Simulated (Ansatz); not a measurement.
# CH4CuS: the cost of one run

Method: RKS revPBE-D4/def2-SVP, in Ansatz 0.2.0.

### 1 The structure to begin with

Bond lengths: C2–S3 1.796 Å, Cu1–H4 1.774 Å, C2–H4 1.211 Å, C2–H5 1.087 Å, C2–H6 1.084 Å, S3–H7 1.332 Å. Angles: C2–S3–H7 96.9°, S3–C2–H4 111.4°, S3–C2–H5 108.4°, S3–C2–H6 112.4°, H4–C2–H5 107.1°, H4–C2–H6 106.8°, H5–C2–H6 110.6°, Cu1–H4–C2 162.7°.

Structure file:

```xyz
7

Cu   -0.0055    0.0515   -2.7326
C    -0.3079   -0.2544    0.1880
S     0.1486    1.1034    1.2708
H     0.0000   -0.0253   -0.9603
H    -1.3887   -0.3650    0.2122
H     0.1775   -1.1834    0.4627
H     1.3760    0.6732    1.5592
```

### 2 Relaxing the start

input.yaml

```yaml
crystal:
  periodic: [false, false, false]
  atoms:
    - { symbol: Cu, position_ang: [-0.0055, 0.0515, -2.7326] }
    - { symbol: C, position_ang: [-0.3079, -0.2544, 0.188] }
    - { symbol: S, position_ang: [0.1486, 1.1034, 1.2708] }
    - { symbol: H, position_ang: [0.0, -0.0253, -0.9603] }
    - { symbol: H, position_ang: [-1.3887, -0.365, 0.2122] }
    - { symbol: H, position_ang: [0.1775, -1.1834, 0.4627] }
    - { symbol: H, position_ang: [1.376, 0.6732, 1.5592] }
total_charge: 1
basis:
  gaussian: { orbitals: def2-SVP }
hamiltonian:
  xc: revpbe
  dispersion: d4
relax:
  f_tol: 0.02
  max_steps: 40
scf:
  lower_state_search: "off"
output:
  orbitals: {}
```

The run is started by

```bash
> ansatz run input.yaml --threads 1 --pin off --max-ram 2048MiB --backend cpu --events-out ev --progress --plain --runs-dir out
```

What time and memory should one allow on 1 thread of Arm Neoverse V2, shared host?

About 21 s, with a peak of 0.12 GiB.
